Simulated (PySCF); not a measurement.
**A diatomic session: TlS−**

One table from this session's results is given with a row withheld; the runs are named, their logs left out.

The runs use PySCF 2.14.0; Tl def2-SVPD with ECP60, S def2-SVPD, scalar-relativistic core potentials.

1 further run of the same task is left out (set aside as unsound or not needed).

The first run:

The job is set up so:

| Property | Result |
| --- | --- |
| atoms | Tl, S |
| charge | -1 |
| basis | Tl def2-SVPD with ECP60, S def2-SVPD |
| Hamiltonian | scalar-relativistic core potentials |
| basis functions | 59 |
| electrons treated | 38 |
| masses in u | 204.9744, 31.9721 |
| levels | PBE0, PBE, r²SCAN, TPSSh, MN15, BHandHLYP, CAM-B3LYP, HF, MP2, SCS-MP2, CCSD, CCSD(T) |
| grid | 80 radial by 434 angular points |
| occupations | held fixed by the projection of orbital angular momentum |
| dissociation limit | Tl + S−, each in its ground configuration |
| starting distance in angstrom | 2.515 |
| values of 2S to try | 0, 2 |

Started as:

```sh
$ OMP_NUM_THREADS=1 python dia.py task.json out
```

Steps of the session up to this table: Set-up; First curve: PBE0; PBE (GGA); r²SCAN (meta-GGA); TPSSh (hybrid meta-GGA); MN15 (hybrid meta-GGA); BHandHLYP (global hybrid GGA); CAM-B3LYP (range-separated hybrid); RHF; Correlated methods on the Hartree–Fock reference.

One table of the session follows, with a row left open; its other results are not shown here.

It belongs to the step «The curves together». Energy (eV) from each level's lowest point:

| R (Å) | RHF | RHF-MP2 | RHF-SCS-MP2 | RHF-CCSD | RHF-CCSD(T) |
| --- | --- | --- | --- | --- | --- |
| 2.090 | 1.119 | 1.174 | 1.206 | n/a | n/a |
| 2.187 | 0.490 | 0.540 | 0.561 | 0.549 | 0.589 |
| 2.284 | 0.149 | 0.183 | 0.195 | 0.187 | 0.212 |
| 2.357 | 0.031 | 0.049 | 0.055 | 0.050 | 0.063 |
| 2.430 | 0.000 | 0.000 | 0.000 | 0.000 | 0.000 |
| 2.503 | ? | ? | ? | ? | ? |
| 2.600 | 0.163 | 0.114 | 0.102 | 0.114 | 0.080 |
| 2.722 | 0.404 | 0.319 | 0.299 | 0.319 | 0.260 |
| 2.867 | 0.764 | 0.636 | 0.606 | 0.637 | 0.544 |
| 3.062 | 1.291 | 1.112 | 1.068 | n/a | n/a |

Q: Estimate the row for R (Å) = 2.503 from the others.

Worked estimate for «RHF». A straight line through the neighbours (2.430, 0.000) and (2.600, 0.163) gives 0.000 + (0.163 − 0.000) × (2.503 − 2.430) / (2.600 − 2.430) = 0.070; a parabola fitted to 4 rows on both sides gives 0.043.

As computed: RHF: 0.037; RHF-MP2: 0.017; RHF-SCS-MP2: 0.011; RHF-CCSD: 0.016; RHF-CCSD(T): 0.002. In «RHF» the line misses by +0.033 and the parabola by +0.006.
